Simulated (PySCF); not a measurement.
# [LuH4]−: other functionals and bases at one geometry

Aim: see how levels, charges and forces of [LuH4]− depend on the level of theory. It is a constructed species; whether it can be made isn't addressed.

Computed with PySCF 2.14.0. Level: several levels, as the steps say, no spin–orbit coupling.

1 further run of the same task is left out (for a known fault of the program).

## (1) The starting structure

5 atoms, charge -1, spin multiplicity 1.

Bond lengths: Lu1–H2 2.038 Å, Lu1–H3 2.038 Å, Lu1–H4 2.038 Å, Lu1–H5 2.038 Å. Angles: H2–Lu1–H3 109.5°, H2–Lu1–H4 109.5°, H2–Lu1–H5 109.5°, H3–Lu1–H4 109.5°, H3–Lu1–H5 109.5°, H4–Lu1–H5 109.5°.

Geometry (Å):

```
atom     x (Å)     y (Å)     z (Å)
 Lu1   0.00000   0.00000   0.00000
  H2   1.17636   1.17636   1.17636
  H3  -1.17636  -1.17636   1.17636
  H4   1.17636  -1.17636  -1.17636
  H5  -1.17636   1.17636  -1.17636
```

Formal oxidation states: Lu +3. Each metal's 14 4f electrons lie in its core potential, so multiplicities, spins and levels count the valence alone. An earlier session relaxed this geometry at PBE0, Lu lcecp-1-SVP with ECP60, H def2-SVP (singlet, point group Td).

At PBE0 on the finer grid: E = -42.344155 Eh, HOMO -2.13 eV, LUMO 4.23 eV, Mulliken charge on Lu1 +0.18 e, largest force component 0.002 eV/Å. 

Levels to run: TPSSh; B3LYP; PBE0, TZVP. Hardware: 2 threads of Arm Neoverse V2, shared host.

## (2) TPSSh

Input file run.py (the lines that set the calculation):

```python
mol = gto.M(atom='''
Lu     0.00000     0.00000     0.00000
H      1.17636     1.17636     1.17636
H     -1.17636    -1.17636     1.17636
H      1.17636    -1.17636    -1.17636
H     -1.17636     1.17636    -1.17636''',
    basis={'Lu': 'lcecp-1-SVP', 'H': 'def2-SVP'},
    ecp={'Lu': 'lcecp-1-SVP'},
    charge=-1, spin=0)
mf = dft.RKS(mol, xc='TPSSH')
mf.grids.atom_grid = (75, 302)  # f atoms: unpruned, at least (60, 302)
mf = mf.density_fit()  # fitting sets: Lu AutoAux, H def2-universal-JKFIT
mf.conv_tol = 1e-08; mf.max_cycle = 55
mf.kernel(dm0)  # dm0: the density of the relaxed state
```

Started as:

```sh
$ OMP_NUM_THREADS=2 python run.py
```

## (3) B3LYP

run.py (the lines that set the calculation), as its differences from that of step 2:

```diff
@@ -9,3 +9,3 @@
     charge=-1, spin=0)
-mf = dft.RKS(mol, xc='TPSSH')
+mf = dft.RKS(mol, xc='B3LYP')
 mf.grids.atom_grid = (75, 302)  # f atoms: unpruned, at least (60, 302)
```

## (4) PBE0, TZVP

Basis: Lu lcecp-1-TZVP with ECP60, H def2-TZVP. 

Input file run.py (the lines that set the calculation):

```python
mol = gto.M(atom='''
Lu     0.00000     0.00000     0.00000
H      1.17636     1.17636     1.17636
H     -1.17636    -1.17636     1.17636
H      1.17636    -1.17636    -1.17636
H     -1.17636     1.17636    -1.17636''',
    basis={'Lu': 'lcecp-1-TZVP', 'H': 'def2-TZVP'},
    ecp={'Lu': 'lcecp-1-TZVP'},
    charge=-1, spin=0)
mf = dft.RKS(mol, xc='PBE0')
mf.grids.atom_grid = (75, 302)  # f atoms: unpruned, at least (60, 302)
mf = mf.density_fit()  # fitting sets: Lu AutoAux, H def2-universal-JKFIT
mf.conv_tol = 1e-08; mf.max_cycle = 55
mf.kernel(dm0)  # dm0: free metal ions and neutral atoms
```

**Question.** What will these runs give? Wanted: for each run, HOMO; gap; charge on Lu1; dipole; largest force.

**Answer**, as computed:

| level | state | HOMO (eV) | gap (eV) | charge on Lu1 (e) | dipole (D) | largest force (eV/Å) | basis functions | time |
| --- | --- | --- | --- | --- | --- | --- | --- | --- |
| PBE0 (relaxed here) | singlet | -2.13 | 6.36 | 0.18 | 0.00 | 0.00 | 53 | 2.5 s |
| TPSSh | singlet | -1.60 | 5.64 | 0.35 | 0.00 | 0.00 | 53 | 1.7 s |
| B3LYP | singlet | -1.93 | 5.96 | 0.10 | 0.00 | 0.01 | 53 | 1.2 s |
| PBE0, TZVP | singlet | -2.18 | 6.38 | 0.48 | 0.00 | 0.01 | 71 | 3 s |

Times are on 2 threads of Arm Neoverse V2, shared host; the first row also made further properties. The dipole of a charged species depends on the origin, so these sizes hold for this origin alone.

In one basis the HOMO–LUMO gap runs from 5.64 eV (TPSSh) to 6.36 eV (PBE0). The largest leftover force, 0.01 eV/Å with B3LYP, stands at a geometry relaxed at another level. The Mulliken charge on Lu spans +0.10 to +0.48 e over the levels. With 4f in the core, its levels are missing from HOMO and gap. Total energies of different levels can't be compared. Spin–orbit coupling is left out throughout.
